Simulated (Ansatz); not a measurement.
**B₂ClH₃OS: up Jacob's ladder to CCSD(T)**

An exercise on one series of results from a longer session: the logs are not shown, and one member is left open.

Computed with Ansatz 0.2.0, Gaussian basis. Level: functionals in def2-TZVPP, the program's frozen cores in correlated methods.

Levels to be run: LDA (SPW92), PBE-D4, revPBE-D4, BLYP-D4, r2SCAN-D4, B97M-V, PBE0-D4, B3LYP-D4, r2SCANh-D4, r2SCAN0-D4, HSE06-D4, BHLYP-D4, CAM-B3LYP-D4, LC-ωPBE, ωB97X-V, ωB97M-V, B2PLYP, PBE-QIDH; CCSD(T)/def2-SVP; CCSD(T)/def2-TZVPP; MP2/def2-QZVPP; extrapolation to the limit; RPA on PBE.

### Structure used throughout

An earlier PBE0-D4 in a triple-zeta def2 set relaxation fixed the geometry.

SMILES `BSB(O)Cl`, 8 atoms, charge 0, spin multiplicity 1.

Atoms are counted from 1 here; the program's logs count them from 0.

Bond lengths: B1–S2 1.780 Å, B1–H6 1.187 Å, B1–H7 1.191 Å, S2–B3 1.842 Å, B3–O4 1.346 Å, B3–Cl5 1.747 Å, O4–H8 0.962 Å. Angles: S2–B1–H6 121.5°, S2–B1–H7 115.3°, H6–B1–H7 123.2°, B1–S2–B3 107.6°, S2–B3–O4 118.3°, S2–B3–Cl5 124.3°, O4–B3–Cl5 117.4°, B3–O4–H8 114.1°.

Set-up of the first run:

The input, in.yaml:

```yaml
crystal:
  periodic: [false, false, false]
  atoms:
    - {symbol: B, position_ang: [-0.692378, 0.046878, 1.667940]}
    - {symbol: S, position_ang: [-1.023947, 0.057740, -0.080391]}
    - {symbol: B, position_ang: [0.593690, -0.049385, -0.954877]}
    - {symbol: O, position_ang: [0.593226, -0.057256, -2.300497]}
    - {symbol: Cl, position_ang: [2.142790, -0.141201, -0.151491]}
    - {symbol: H, position_ang: [0.415754, -0.020715, 2.088868]}
    - {symbol: H, position_ang: [-1.653838, 0.111612, 2.368170]}
    - {symbol: H, position_ang: [-0.283197, -0.004775, -2.693522]}
basis:
  gaussian: {orbitals: def2-TZVPP}
hamiltonian: {xc: lda}
output: {orbitals: {seedname: orbitals}}
```

Command:

```bash
> ansatz run in.yaml --threads 2 --pin off --events-out ev --progress --plain --max-ram 4352MiB
```

Among the steps run: LDA; PBE-D4 (GGA); revPBE-D4 (GGA); BLYP-D4 (GGA); r2SCAN-D4 (meta-GGA); B97M-V (meta-GGA); B3LYP-D4 (hybrid); r2SCANh-D4 (hybrid); r2SCAN0-D4 (hybrid); HSE06-D4 (hybrid); BHLYP-D4 (hybrid); CAM-B3LYP-D4 (range-separated); LC-ωPBE (range-separated); ωB97X-V (range-separated); ωB97M-V (range-separated); B2PLYP (double hybrid); PBE-QIDH (double hybrid).

One table of the session follows, with a row left open; its other results are not shown here.

It belongs to the step «Orbital energies across the functionals». 

```
  functional  HOMO (eV)  LUMO (eV)  gap (eV)
 LDA (SPW92)      -7.61      -3.06      4.55
      PBE-D4      -7.49      -2.78      4.70
   revPBE-D4      -7.43      -2.67      4.76
     BLYP-D4      -7.30      -2.60      4.70
   r2SCAN-D4      -7.78      -2.48      5.29
      B97M-V          ?          ?         ?
     PBE0-D4      -8.66      -1.85      6.81
    B3LYP-D4      -8.39      -2.03      6.36
  r2SCANh-D4      -8.20      -2.16      6.05
  r2SCAN0-D4      -8.85      -1.67      7.18
    HSE06-D4      -8.26      -2.23      6.03
    BHLYP-D4      -9.65      -0.79      8.85
CAM-B3LYP-D4      -9.93      -0.73      9.20
     LC-ωPBE     -11.33       0.39     11.72
     ωB97X-V     -10.96       0.33     11.29
     ωB97M-V     -10.80       0.14     10.94
```

Estimate the missing values for B97M-V.

The run gave: HOMO (eV): -7.84; LUMO (eV): -2.49; gap (eV): 5.35. In the column «HOMO (eV)» it lies between r2SCANh-D4 (-8.20) and r2SCAN-D4 (-7.78).
